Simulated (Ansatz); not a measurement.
# C7H12O2: up Jacob's ladder to CCSD(T)

One table from this session's results is given with a row withheld; the runs are named, their logs left out.

Method: functionals in def2-TZVPP, the program's frozen cores in correlated methods; program: Ansatz 0.2.0, Gaussian basis.

Plan: LDA (SPW92), PBE-D4, revPBE-D4, BLYP-D4, r2SCAN-D4, B97M-V, PBE0-D4, B3LYP-D4, r2SCANh-D4, r2SCAN0-D4, HSE06-D4, BHLYP-D4, CAM-B3LYP-D4, LC-ωPBE, ωB97X-V, ωB97M-V, B2PLYP, PBE-QIDH; CCSD(T)/def2-SVP; MP2/def2-TZVPP; MP2/def2-QZVPP; RPA on PBE.

1 further run of the same task is left out (it didn't finish).

## The geometry

The geometry comes from an earlier relaxation with PBE0-D4 in a triple-zeta def2 set; it is a stationary point, not always the lowest conformer.

SMILES `CC(C)(C)C(=O)/C=C\O`, 21 atoms, charge 0, spin multiplicity 1.

Atoms are counted from 1 here; the program's logs count them from 0.

Bond lengths: C1–C2 1.531 Å, C1–H10 1.093 Å, C1–H11 1.093 Å, C1–H12 1.092 Å, C2–C3 1.531 Å, C2–C4 1.522 Å, C2–C5 1.523 Å, C3–H13 1.093 Å, C3–H14 1.093 Å, C3–H15 1.092 Å, C4–H16 1.091 Å, C4–H17 1.091 Å, C4–H18 1.093 Å, C5–O6 1.240 Å, C5–C7 1.440 Å, C7–C8 1.358 Å, C7–H19 1.079 Å, C8–O9 1.308 Å and more. Angles: C2–C1–H10 109.5°, C2–C1–H11 111.1°, C2–C1–H12 112.1°, H10–C1–H11 108.0°, H10–C1–H12 107.9°, H11–C1–H12 108.1°, C1–C2–C3 109.8°, C1–C2–C4 109.8°, C1–C2–C5 108.8°, C3–C2–C4 109.8°, C3–C2–C5 108.8°, C4–C2–C5 109.9°, C2–C3–H13 109.5°, C2–C3–H14 111.1°, C2–C3–H15 112.1°, H13–C3–H14 108.0°, H13–C3–H15 107.9°, H14–C3–H15 108.1° and more.

As a file:

```
C    -1.2571   -0.3671   -1.2928
C    -0.4332   -0.6856   -0.0419
C     0.7033   -1.6473   -0.4006
C    -1.3268   -1.3169    1.0158
C     0.1673    0.6080    0.4927
O    -0.1058    0.9930    1.6390
C     1.0524    1.3789   -0.3415
C     1.5830    2.5323    0.1412
O     1.3429    3.0042    1.3368
H    -1.7092   -1.2857   -1.6760
H    -2.0619    0.3359   -1.0653
H    -0.6460    0.0628   -2.0886
H     0.2838   -2.5870   -0.7690
H     1.3192   -1.8720    0.4733
H     1.3533   -1.2428   -1.1788
H    -2.1422   -0.6483    1.2956
H    -0.7657   -1.5463    1.9228
H    -1.7552   -2.2444    0.6281
H     1.3042    1.0625   -1.3423
H     2.2557    3.1482   -0.4515
H     0.7134    2.3281    1.7500
```

Set-up of the first run:

The input, in.yaml:

```yaml
crystal:
  periodic: [false, false, false]
  atoms:
    - {symbol: C, position_ang: [-1.257143, -0.367118, -1.292844]}
    - {symbol: C, position_ang: [-0.433169, -0.685608, -0.041883]}
    - {symbol: C, position_ang: [0.703290, -1.647263, -0.400640]}
    - {symbol: C, position_ang: [-1.326842, -1.316947, 1.015839]}
    - {symbol: C, position_ang: [0.167325, 0.608045, 0.492697]}
    - {symbol: O, position_ang: [-0.105778, 0.993031, 1.638976]}
    - {symbol: C, position_ang: [1.052395, 1.378900, -0.341539]}
    - {symbol: C, position_ang: [1.583036, 2.532329, 0.141173]}
    - {symbol: O, position_ang: [1.342869, 3.004222, 1.336811]}
    - {symbol: H, position_ang: [-1.709170, -1.285660, -1.675999]}
    - {symbol: H, position_ang: [-2.061910, 0.335928, -1.065339]}
    - {symbol: H, position_ang: [-0.645965, 0.062841, -2.088599]}
    - {symbol: H, position_ang: [0.283816, -2.587049, -0.769023]}
    - {symbol: H, position_ang: [1.319205, -1.871997, 0.473335]}
    - {symbol: H, position_ang: [1.353340, -1.242781, -1.178753]}
    - {symbol: H, position_ang: [-2.142154, -0.648342, 1.295630]}
    - {symbol: H, position_ang: [-0.765681, -1.546294, 1.922801]}
    - {symbol: H, position_ang: [-1.755242, -2.244442, 0.628131]}
    - {symbol: H, position_ang: [1.304200, 1.062465, -1.342294]}
    - {symbol: H, position_ang: [2.255656, 3.148222, -0.451547]}
    - {symbol: H, position_ang: [0.713422, 2.328120, 1.749967]}
basis:
  gaussian: {orbitals: def2-TZVPP}
hamiltonian: {xc: lda}
output: {orbitals: {seedname: orbitals}}
```

On the command line:

```sh
$ ansatz run in.yaml --threads 4 --pin off --events-out ev --progress --plain --max-ram 66560MiB --backend cuda --devices 0, --max-vram 37GiB
```

Among the steps run: LDA; PBE-D4 (GGA); revPBE-D4 (GGA); BLYP-D4 (GGA); r2SCAN-D4 (meta-GGA); B97M-V (meta-GGA); PBE0-D4 (hybrid); B3LYP-D4 (hybrid); r2SCANh-D4 (hybrid); r2SCAN0-D4 (hybrid); HSE06-D4 (hybrid); BHLYP-D4 (hybrid); CAM-B3LYP-D4 (range-separated); LC-ωPBE (range-separated); ωB97X-V (range-separated); ωB97M-V (range-separated); B2PLYP (double hybrid); PBE-QIDH (double hybrid).

One of the session's tables, all rows but one given; the rest of the session is left out.

It belongs to the step «Orbital energies across the functionals». 

| functional | HOMO (eV) | gap (eV) |
| --- | --- | --- |
| LDA (SPW92) | -6.10 | 3.54 |
| PBE-D4 | -5.90 | 3.60 |
| revPBE-D4 | -5.82 | 3.62 |
| BLYP-D4 | -5.81 | 3.64 |
| r2SCAN-D4 | -6.17 | 4.02 |
| B97M-V | -6.28 | 4.21 |
| PBE0-D4 | -7.16 | 5.81 |
| B3LYP-D4 | -6.96 | 5.38 |
| r2SCANh-D4 | -6.68 | 4.88 |
| r2SCAN0-D4 | ? | ? |
| HSE06-D4 | -6.76 | 5.03 |
| BHLYP-D4 | -8.16 | 7.92 |
| CAM-B3LYP-D4 | -8.46 | 8.23 |
| LC-ωPBE | -9.73 | 10.64 |
| ωB97X-V | -9.40 | 10.27 |
| ωB97M-V | -9.33 | 10.13 |

Estimate the missing values for r2SCAN0-D4.

Worked estimate for «HOMO (eV)». Against the share of exact exchange, r2SCAN-D4 (0, -6.17), r2SCANh-D4 (0.1, -6.68) give a slope of -5.10 per unit share; at 0.25 the line stands at -7.44.

**Answer.** HOMO (eV): -7.32; gap (eV): 6.05. In «HOMO (eV)» the line misses by -0.12.
